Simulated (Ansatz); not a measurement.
Task: harmonic frequencies at the relaxed geometry of C3H5NSe, SMILES N#CCC[SeH], with Ansatz 0.2.0 through its Python package. Give the script and its output. Level of theory (for the species named): B3LYP, def2-SVP basis, multiplicity 1, D4 dispersion.

```xyz
10

N     2.9178   -0.2489    0.3847
C     1.7670   -0.3703    0.3798
C     0.3082   -0.5246    0.3738
C    -0.3586    0.7378   -0.1643
Se   -2.2963    0.5334   -0.1537
H     0.0425   -1.3939   -0.2640
H    -0.0366   -0.7196    1.4113
H    -0.0938    1.6100    0.4714
H    -0.0261    0.9351   -1.2063
H    -2.2242   -0.5589   -1.2325
```

The script, `freq_c3h5nse.py`:
```python
'''Harmonic frequencies of C3H5NSe at its relaxed geometry.'''

import itertools

import ansatz as az
from ase.data import atomic_numbers, covalent_radii
import numpy as np

GEOMETRY = '''
N     2.91780   -0.24890    0.38470
C     1.76700   -0.37030    0.37980
C     0.30820   -0.52460    0.37380
C    -0.35860    0.73780   -0.16430
Se   -2.29630    0.53340   -0.15370
H     0.04250   -1.39390   -0.26400
H    -0.03660   -0.71960    1.41130
H    -0.09380    1.61000    0.47140
H    -0.02610    0.93510   -1.20630
H    -2.22420   -0.55890   -1.23250
'''

molecule = az.Crystal.molecule()
for line in GEOMETRY.strip().splitlines():
    symbol, *xyz = line.split()
    molecule = molecule.atom(symbol, [float(v) for v in xyz])

base = (
    molecule.calculation()
    .basis(gaussian='def2-SVP')  # the orbital basis, by name
    .functional('b3lyp', dispersion='d4')
)
symbols = [site.symbol for site in molecule.cartesian_sites]
start = np.array([site.position_ang for site in molecule.cartesian_sites], dtype=float)
def progress(event):
    if event['event'] == 'relax_step':
        row = event['data']
        print(f'step {row["step"]:3d}  E = {row["lagrangian_ev"]:.6f} eV  largest force component {row["allowed_force_max_ev_ang"]:.4f} eV/A')


data = base.relax(force_tolerance=0.003).session().plan().execute(on_event=progress).report
end = np.array(data['positions_ang'])

# pairs closer than 1.2 times the sum of covalent radii, before or after
radius = [covalent_radii[atomic_numbers[s]] for s in symbols]
span = lambda where, i, j: np.linalg.norm(where[i] - where[j])
bonded = [(i, j) for i, j in itertools.combinations(range(len(symbols)), 2) if min(span(start, i, j), span(end, i, j)) < 1.2 * (radius[i] + radius[j])]
print('pair        before    after (A)')
for i, j in bonded:
    print(f'{symbols[i]}{i}-{symbols[j]}{j}'.ljust(10), f'{span(start, i, j):8.4f} {span(end, i, j):8.4f}')
for first, second in list(itertools.combinations(bonded, 2)):
    shared = set(first) & set(second)
    if shared and symbols[(j := shared.pop())] != 'H':
        i, k = sorted((set(first) | set(second)) - {j})
        u, v = end[i] - end[j], end[k] - end[j]
        angle = np.degrees(np.arccos(np.clip(u @ v / np.linalg.norm(u) / np.linalg.norm(v), -1, 1)))
        print(f'final angle {symbols[i]}{i}-{symbols[j]}{j}-{symbols[k]}{k}: {angle:.2f} deg')

# same settings at the minimum
minimum = az.Crystal.molecule()
for symbol, place in zip(symbols, end):
    minimum = minimum.atom(symbol, place.tolist())
vibrating = (
    minimum.calculation()
    .basis(gaussian='def2-SVP')  # atom-centred Gaussian functions
    .functional('b3lyp', dispersion='d4')
    .phonons(temperatures=(200, 600, 100))
)
vib = vibrating.run(threads=1).report['vibrations']
sums = vib['harmonic_sums']
modes = [m['omega_inv_cm'] for m in sums['modes_at_gamma'] if m['rigid_motion'] == 'no']
for number, w in enumerate(modes, start=1):
    print(f'mode {number:2d} {w:9.1f} 1/cm {w / 8065.544 * 1000:8.2f} meV')
print('imaginary modes:', sum(w < 0 for w in modes), ' zero-point energy:', round(sums['zero_point_energy_ev'], 4), 'eV')
print('T (K)   F_vib (eV)   S_vib (meV/K)   C_vib (meV/K)')
for row in zip(sums['temperatures_k'], sums['vibrational_free_energy_ev'], vib['entropy_ev_per_k'], vib['heat_capacity_ev_per_k']):
    print(f'{row[0]:6.1f} {row[1]:11.4f} {1000 * row[2]:13.4f} {1000 * row[3]:15.4f}')
```

Running `python freq_c3h5nse.py` prints:
```text
step   1  E = -70021.279353 eV  largest force component 0.8550 eV/A
step   2  E = -70021.358357 eV  largest force component 0.2497 eV/A
step   3  E = -70021.362393 eV  largest force component 0.0586 eV/A
step   4  E = -70021.362857 eV  largest force component 0.0553 eV/A
step   5  E = -70021.363442 eV  largest force component 0.0158 eV/A
step   6  E = -70021.363567 eV  largest force component 0.0066 eV/A
step   7  E = -70021.363538 eV  largest force component 0.0484 eV/A
step   8  E = -70021.363578 eV  largest force component 0.0014 eV/A
pair        before    after (A)
N0-C1        1.1572   1.1585
C1-C2        1.4669   1.4660
C2-C3        1.5257   1.5352
C2-H5        1.1104   1.1024
C2-H6        1.1105   1.1018
C3-Se4       1.9485   1.9715
C3-H7        1.1113   1.0995
C3-H8        1.1114   1.0983
Se4-H9       1.5369   1.4772
final angle N0-C1-C2: 178.19 deg
final angle C1-C2-C3: 111.84 deg
final angle C1-C2-H5: 108.48 deg
final angle C1-C2-H6: 108.94 deg
final angle C3-C2-H5: 110.50 deg
final angle C3-C2-H6: 110.35 deg
final angle C2-C3-Se4: 113.27 deg
final angle C2-C3-H7: 110.64 deg
final angle C2-C3-H8: 111.30 deg
final angle H5-C2-H6: 106.57 deg
final angle Se4-C3-H7: 104.73 deg
final angle Se4-C3-H8: 109.04 deg
final angle C3-Se4-H9: 94.78 deg
final angle H7-C3-H8: 107.52 deg
mode  1      83.0 1/cm    10.29 meV
mode  2     141.5 1/cm    17.54 meV
mode  3     193.2 1/cm    23.96 meV
mode  4     239.5 1/cm    29.69 meV
mode  5     384.3 1/cm    47.64 meV
mode  6     472.3 1/cm    58.56 meV
mode  7     654.8 1/cm    81.19 meV
mode  8     706.2 1/cm    87.56 meV
mode  9     803.8 1/cm    99.66 meV
mode 10     944.2 1/cm   117.06 meV
mode 11     993.6 1/cm   123.19 meV
mode 12    1038.5 1/cm   128.75 meV
mode 13    1162.9 1/cm   144.18 meV
mode 14    1225.1 1/cm   151.90 meV
mode 15    1292.5 1/cm   160.25 meV
mode 16    1336.1 1/cm   165.65 meV
mode 17    1438.3 1/cm   178.33 meV
mode 18    1451.1 1/cm   179.92 meV
mode 19    2380.3 1/cm   295.11 meV
mode 20    2401.3 1/cm   297.72 meV
mode 21    3054.9 1/cm   378.75 meV
mode 22    3086.0 1/cm   382.61 meV
mode 23    3103.1 1/cm   384.74 meV
mode 24    3150.1 1/cm   390.57 meV
imaginary modes: 0  zero-point energy: 1.9674 eV
T (K)   F_vib (eV)   S_vib (meV/K)   C_vib (meV/K)
 200.0      1.9355        0.3803          0.4422
 300.0      1.8866        0.5975          0.6434
 400.0      1.8162        0.8093          0.8342
 500.0      1.7249        1.0135          0.9978
 600.0      1.6138        1.2079          1.1341
```

What to keep in mind:
- Total energies depend on the basis set; only differences at equal settings carry meaning.
- The frequencies are harmonic and unscaled, in a modest basis. The result belongs to the one conformer reached from this start, and soft torsions count as harmonic oscillators.
- b3lyp holds the VWN-RPA fit, as in Gaussian; the form of ORCA and Turbomole is b3lyp5.
- Timing: 5.1 min on 1 thread of Arm Neoverse V2, on a shared host, peak memory 0.36 GiB.

(Lines on the test bed's own set-up are left out of the output.)
